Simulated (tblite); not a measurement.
# C5H14AlNS: the cost of one run

Programs: tblite 0.8.0 and PySCF 2.14.0, with density-fitted response routines of our own. Each step states its level of theory. These are calculated values for one molecule in the gas phase, unless marked as measured. Atoms are numbered from 0 throughout.

### Step 1. Starting geometry

22 atoms, charge 0, multiplicity 1; geometry from: force field or distance geometry start.

Bonds of the start (Å): C0–S1 1.79, S1–C2 1.78, S1–Al3 2.22, Al3–C4 2.01, C4–C5 1.51, C5–C6 1.50, C6–N7 1.46, N7–C4 1.46, C0–H8 1.12, C0–H9 1.11, C0–H10 1.12, C2–H11 1.11, C2–H12 1.12, C2–H13 1.12, Al3–H14 1.58, Al3–H15 1.60, C4–H16 1.10, C5–H17 1.11, C5–H18 1.10, C6–H19 1.11, C6–H20 1.11, N7–H21 1.05.

### Step 2. Relaxing the molecule with GFN2-xTB

What the job is given:

```
{"job": {"kind": "relax", "xc": "GFN2-xTB", "basis": "xTB"}, "charge": 0, "multiplicity": 1}
C      2.402100    -1.729700     0.023000
S      1.585400    -0.248500     0.597800
C      2.860500     0.974500     0.788100
Al     0.037300     0.323000    -0.884200
C     -1.692000    -0.625100    -0.490900
C     -2.896600     0.176100    -0.919100
C     -2.700100     0.842400     0.414600
N     -2.025700    -0.358700     0.903700
H      3.419900    -1.857000     0.461500
H      2.551000    -1.711900    -1.078600
H      1.774300    -2.602900     0.338700
H      3.456200     0.719400     1.689700
H      2.436400     1.993100     0.983000
H      3.568400     0.966300    -0.080300
H      0.523900    -0.157300    -2.307400
H     -0.204600     1.901200    -0.929100
H     -1.691500    -1.689400    -0.780600
H     -3.802200    -0.467100    -0.882700
H     -2.782900     0.813700    -1.802300
H     -2.046900     1.742800     0.373800
H     -3.612300     1.081400     0.993400
H     -1.171100    -0.066900     1.430800
```

Launch:

```bash
$ OMP_NUM_THREADS=1 python probes_run.py task.json out
```

The driver reads the jobs from task.json and runs them one after another.

**Question.** How long does this first job take on 1 thread of Arm Neoverse V1, shared host, and how much memory does it need?

About 2.4 s, with a peak of 0.18 GiB.
